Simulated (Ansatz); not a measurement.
**CH₄BrIn: one species, many methods**

One table from this session's results is given with a row withheld; the runs are named, their logs left out.

Program: Ansatz 0.2.0, Gaussian basis. Level of theory: functionals in def2-TZVPP, the program's frozen cores in correlated methods. These are calculated values, not measurements.

Levels to be run: LDA (SPW92), PBE-D4, revPBE-D4, BLYP-D4, r2SCAN-D4, B97M-V, PBE0-D4, B3LYP-D4, r2SCANh-D4, r2SCAN0-D4, HSE06-D4, BHLYP-D4, CAM-B3LYP-D4, LC-ωPBE, ωB97X-V, ωB97M-V, B2PLYP, PBE-QIDH; CCSD(T)/def2-SVP; CCSD(T)/def2-TZVPP; MP2/def2-QZVPP; extrapolation to the limit; RPA on PBE.

**Structure used throughout**

All runs share one geometry, relaxed beforehand with PBE0-D4 in a triple-zeta def2 set. In takes the def2 core potential; no spin-orbit term is included.

SMILES `[CH3][InH][Br]`, 7 atoms, charge 0, spin multiplicity 1.

Atoms are counted from 1 here; the program's logs count them from 0.

Bond lengths: C1–In2 2.132 Å, C1–H4 1.089 Å, C1–H5 1.091 Å, C1–H6 1.091 Å, In2–Br3 2.499 Å, In2–H7 1.709 Å. Angles: In2–C1–H4 111.9°, In2–C1–H5 108.7°, In2–C1–H6 108.7°, H4–C1–H5 109.7°, H4–C1–H6 109.7°, H5–C1–H6 108.2°, C1–In2–Br3 111.4°, C1–In2–H7 136.6°, Br3–In2–H7 111.9°.

Set-up of the first run:

The input, in.yaml:

```yaml
crystal:
  periodic: [false, false, false]
  atoms:
    - {symbol: C, position_ang: [-0.957005, 0.397964, -0.297197]}
    - {symbol: In, position_ang: [1.053575, -0.247427, 0.000054]}
    - {symbol: Br, position_ang: [1.292325, -1.543280, 2.123601]}
    - {symbol: H, position_ang: [-1.071472, 0.956303, -1.225552]}
    - {symbol: H, position_ang: [-1.606058, -0.478685, -0.313477]}
    - {symbol: H, position_ang: [-1.250641, 1.024379, 0.546238]}
    - {symbol: H, position_ang: [2.539267, -0.109255, -0.833667]}
basis:
  gaussian: {orbitals: def2-TZVPP}
hamiltonian: {xc: lda}
output: {orbitals: {seedname: orbitals}}
```

Steps of the session up to this table: LDA; PBE-D4 (GGA); revPBE-D4 (GGA); BLYP-D4 (GGA); r2SCAN-D4 (meta-GGA); B97M-V (meta-GGA); PBE0-D4 (hybrid); B3LYP-D4 (hybrid); r2SCANh-D4 (hybrid); r2SCAN0-D4 (hybrid); HSE06-D4 (hybrid); BHLYP-D4 (hybrid); CAM-B3LYP-D4 (range-separated); LC-ωPBE (range-separated); ωB97X-V (range-separated); ωB97M-V (range-separated); B2PLYP (double hybrid); PBE-QIDH (double hybrid).

One of the session's tables, all rows but one given; the rest of the session is left out.

It belongs to the step «Frontier levels by functional». 

```
  functional  HOMO (eV)  LUMO (eV)  gap (eV)
 LDA (SPW92)      -6.52      -2.64      3.88
      PBE-D4      -6.37      -2.37      4.00
   revPBE-D4      -6.31      -2.25      4.07
     BLYP-D4          ?          ?         ?
   r2SCAN-D4      -6.66      -2.11      4.55
      B97M-V      -6.74      -2.36      4.38
     PBE0-D4      -7.58      -1.66      5.92
    B3LYP-D4      -7.34      -1.94      5.40
  r2SCANh-D4      -7.11      -1.87      5.24
  r2SCAN0-D4      -7.78      -1.51      6.27
    HSE06-D4      -7.18      -2.02      5.17
    BHLYP-D4      -8.65      -1.03      7.62
CAM-B3LYP-D4      -8.88      -0.87      8.00
     LC-ωPBE     -10.24       0.24     10.49
     ωB97X-V      -9.89       0.10      9.99
     ωB97M-V      -9.76      -0.18      9.58
```

**Question.** Estimate the row for BLYP-D4.

Worked estimate for «HOMO (eV)». Against the share of exact exchange, B3LYP-D4 (0.2, -7.34), BHLYP-D4 (0.5, -8.65) give a slope of -4.37 per unit share; at 0 the line stands at -6.47.

As computed: HOMO (eV): -6.21; LUMO (eV): -2.34; gap (eV): 3.87. In «HOMO (eV)» the line misses by -0.26.
